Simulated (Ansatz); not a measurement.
From input file to script: BH6NOSi, SMILES BO[SiH2]N in Ansatz 0.2.0.

```yaml
crystal:
  periodic: [false, false, false]
  atoms:
    - { symbol: B, position_ang: [-1.6393, 0.9969, 0.0834] }
    - { symbol: O, position_ang: [-1.0379, -0.2632, 0.1897] }
    - { symbol: Si, position_ang: [0.6018, 0.0359, -0.1191] }
    - { symbol: "N", position_ang: [1.6117, -1.4942, 0.0125] }
    - { symbol: H, position_ang: [-1.8309, 1.7143, 1.0101] }
    - { symbol: H, position_ang: [-2.1285, 1.4066, -0.9696] }
    - { symbol: H, position_ang: [1.1921, 0.9815, 0.8952] }
    - { symbol: H, position_ang: [0.8564, 0.6075, -1.4626] }
    - { symbol: H, position_ang: [1.1086, -2.146, -0.6275] }
    - { symbol: H, position_ang: [1.3491, -1.8905, 0.9908] }
basis:
  gaussian:
    orbitals: aug-cc-pVDZ
correlation:
  method: mp2
output:
  orbitals: {}
  forces: true
```

`energy_bh6nosi.py`:
```python
"""Electronic structure of the BH6NOSi molecule."""

from pathlib import Path

import ansatz as az
import numpy as np

geometry_ang = [
    ("B", (-1.6393, 0.9969, 0.0834)),
    ("O", (-1.0379, -0.2632, 0.1897)),
    ("Si", (0.6018, 0.0359, -0.1191)),
    ("N", (1.6117, -1.4942, 0.0125)),
    ("H", (-1.8309, 1.7143, 1.0101)),
    ("H", (-2.1285, 1.4066, -0.9696)),
    ("H", (1.1921, 0.9815, 0.8952)),
    ("H", (0.8564, 0.6075, -1.4626)),
    ("H", (1.1086, -2.146, -0.6275)),
    ("H", (1.3491, -1.8905, 0.9908)),
]
bh6nosi = az.Crystal.molecule()
for symbol, xyz in geometry_ang:
    bh6nosi = bh6nosi.atom(symbol, xyz)

job = bh6nosi.calculation()
job = job.basis(gaussian="aug-cc-pVDZ")
job = job.correlation("mp2")
job = job.forces()
job = job.orbitals()
res = job.run(runs_dir="out")
r = res.report

for key in ("converged", "free_energy_ev", "reference_energy_ev", "n_frozen", "n_occupied", "n_virtual"):
    print(f"{key:22s} {r[key]}")

parts = r["correlation"]
for name in ("random_phase", "coupled_cluster", "perturbative"):
    if name in parts:
        print(f"{name:16s} {parts[name]['energy']['hartree']:12.7f} Ha")
if "second_order" in parts:
    pair = parts["second_order"]
    print(f"MP2 same spin {pair['same_spin']['hartree']:.7f} Ha, opposite spin {pair['opposite_spin']['hartree']:.7f} Ha")

symbols = [site.symbol for site in bh6nosi.cartesian_sites]
forces = np.array(r["forces_ev_ang"])
print("largest force", round(float(np.linalg.norm(forces, axis=1).max()), 4), "eV/A, rms", round(float(np.sqrt((forces ** 2).mean())), 4))

charges = r["charge_distribution"]
print("dipole moment", round(4.803205 * float(np.linalg.norm(charges["dipole_moment_e_ang"])), 3), "D")
print("Mulliken:", [(s, round(q, 3)) for s, q in zip(symbols, charges["mulliken_charges_e"])])

lines = Path(r["orbitals_path"]).read_text().splitlines()
field_of = lambda key: [line.split("=")[1].strip() for line in lines if line.startswith(key)]
orbitals = [(27.211386 * float(e), s, float(n)) for e, s, n in zip(field_of("Ene="), field_of("Spin="), field_of("Occup="))]
homo = max(e for e, _, n in orbitals if n > 0.5)
lumo = min(e for e, _, n in orbitals if n < 0.5)
print(f"HOMO {homo:.3f} eV, LUMO {lumo:.3f} eV, gap {lumo - homo:.3f} eV")
```

```console
$ python energy_bh6nosi.py
converged              True
free_energy_ev         -12165.69251310583
reference_energy_ev    -12149.889969874219
n_frozen               8
n_occupied             [12, 12]
n_virtual              [130, 130]
MP2 same spin -0.1347844 Ha, opposite spin -0.4459483 Ha
largest force 3.0986 eV/A, rms 0.9594
dipole moment 0.74 D
Mulliken: [('B', -0.512), ('O', -0.851), ('Si', 0.928), ('N', -0.564), ('H', 0.408), ('H', 0.309), ('H', 0.053), ('H', 0.08), ('H', 0.048), ('H', 0.101)]
HOMO -11.988 eV, LUMO 0.925 eV, gap 12.913 eV
```

Caveats:
- Total energies depend on the basis set; only differences at equal settings carry meaning.
- The geometry is a force-field or estimated start, not a minimum of this method, and the basis set is short of its limit.
- Levels such as HOMO and LUMO are orbital energies: in Hartree-Fock the gap is too wide and the LUMO hangs on the basis.
- Mulliken charges are unreliable in a basis with diffuse functions.
- Timing: 11 s on 1 thread of Arm Neoverse V1, with other jobs on the host, peak memory 0.56 GiB.

(Lines on the test bed's own set-up are left out of the output.)
